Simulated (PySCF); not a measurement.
# C2H7F2NSi: the cost of one run

The runs use PySCF 2.14.0, with density-fitted response routines of our own; the level of theory stands in each step. All values are computed, except where a source is named. Atoms are numbered from 0 throughout.

### Step 1. Starting geometry

13 atoms, charge 0, multiplicity 1; geometry from: PBE0-D3(BJ)/def2-SVP.

Bonds of the start (Å): N0–Si1 1.73, Si1–C2 1.89, C2–C3 1.50, C3–F4 1.36, C3–F5 1.35, N0–H6 1.01, N0–H7 1.01, Si1–H8 1.49, Si1–H9 1.50, C2–H10 1.10, C2–H11 1.10, C3–H12 1.11.

### Step 2. Core-electron binding energies: SCAN, X2C

Job settings and geometry (Å):

```
{"job": {"kind": "xps"}, "charge": 0, "multiplicity": 1}
N      2.359549    -0.120155    -0.118132
Si     0.765021    -0.665177    -0.517881
C     -0.467199     0.488899     0.334246
C     -1.883443     0.348446    -0.142323
F     -2.283148    -0.947263    -0.045700
F     -2.727783     1.085183     0.618769
H      3.130667    -0.775070    -0.181878
H      2.661334     0.804944    -0.404782
H      0.649361    -2.063706    -0.016149
H      0.420690    -0.665078    -1.982098
H     -0.443579     0.297091     1.419541
H     -0.146649     1.533384     0.186418
H     -2.021499     0.660337    -1.193555
```

Method: delta-SCF UKS SCAN, pcX-2 on the ionised atom, pcseg-1 elsewhere, spin-free X2C.

Launch:

```console
OMP_NUM_THREADS=1 python probes_run.py task.json out
```

One launch serves the whole session: the jobs run in the order shown.

**Question.** How long does this first job take on 1 thread of Arm Neoverse V2, shared host, and how much memory does it need?

About 36 s, with a peak of 0.55 GiB.
